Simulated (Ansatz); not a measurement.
**SbH (singlet): wave-function methods side by side, def2-SVP**

An exercise on one series of results from a longer session: the logs are not shown, and one member is left open.

Computed with Ansatz 0.2.0, Gaussian basis. Level: def2-SVP, core rule «outside noble gas», up to 9 orbitals frozen.

Plan: UHF; CCSD(T) on RHF; CCSD(T) on UHF; BCCD(T) on RHF; CISD; CCSDT(Q) on RHF; CCSDT(Q) on UHF; CISDTQ; CCSDTQ on RHF; CASSCF and MRCISD+Q, 6 electrons in 5 orbitals; CASSCF and NEVPT4(SD), 6 electrons in 5 orbitals; CASSCF and NEVPT2, 6 electrons in 5 orbitals; Full CI; Full CI, several states.

12 further runs of the same task are left out: 3 that didn't finish, 9 set aside as unsound or not needed.

## What is computed

The geometry is a PBE0/def2-TZVP stationary point (not a proven minimum). No spin-orbit coupling is included. Elements past krypton take def2 core potentials.

2 atoms, charge 0, spin multiplicity 1.

Atoms are counted from 1 here; the program's logs count them from 0.

Bond lengths: Sb1–H2 1.713 Å.

Set-up of the first run:

Contents of in.yaml:

```yaml
crystal:
  periodic: [false, false, false]
  atoms:
    - {symbol: Sb, position_ang: [0.000000, 0.000000, 0.000000]}
    - {symbol: H, position_ang: [0.000000, 0.000000, 1.713000]}
basis:
  gaussian: {orbitals: def2-SVP}
magnetization: {spin_polarized: true, initial_magnetization: 0}
hamiltonian: {xc: hf}
output: {orbitals: {seedname: orbitals}}
```

On the command line:

```
$ ansatz run in.yaml --threads 1 --pin off --events-out ev --progress --plain --max-ram 2393MiB
```

Among the steps run: UHF; CCSD(T) on RHF; CCSD(T) on UHF; BCCD(T) on RHF; CISD; CCSDT(Q) on RHF; CCSDT(Q) on UHF; CISDTQ; CCSDTQ on RHF; CASSCF and MRCISD+Q, 6 electrons in 5 orbitals; CASSCF and NEVPT4(SD), 6 electrons in 5 orbitals; CASSCF and NEVPT2, 6 electrons in 5 orbitals; Full CI; Full CI, several states.

One of the session's tables, all rows but one given; the rest of the session is left out.

It belongs to the step «Misses and costs». 

```
            method  from FCI (kJ/mol)
               RHF             +291.1
              RMP2                  ?
              CISD              +43.0
             RCCSD              +24.8
          RCCSD(T)              +11.7
           BCCD(T)              +12.0
            RCCSDT               +0.5
            CISDTQ               +1.6
         RCCSDT(Q)               -0.2
           RCCSDTQ                0.0
    CASSCF valence             +194.0
    NEVPT2 valence              +48.6
NEVPT4(SD) valence               +3.4
    MRCISD valence               +7.1
  MRCISD+Q valence               -2.7
               FCI                  0
```

Estimate the missing values for RMP2.

**Answer.** from FCI (kJ/mol): +95.8. In the column «from FCI (kJ/mol)» it lies between NEVPT2 valence (+48.6) and CASSCF valence (+194.0).

Left out of the table: UHF, UMP2, UCCSD, UCCSD(T), UCCSDT, UCCSDT(Q) (another determinant or state than the rows shown).

To keep in mind: The report flags that the cluster equations may have other roots. The program flags RCCSDT(Q), RCCSDTQ as in doubt, so those rows may rest on another solution; read them beside their warnings. RCCSDT(Q), MRCISD+Q valence fall below full CI, which methods that aren't variational can do.
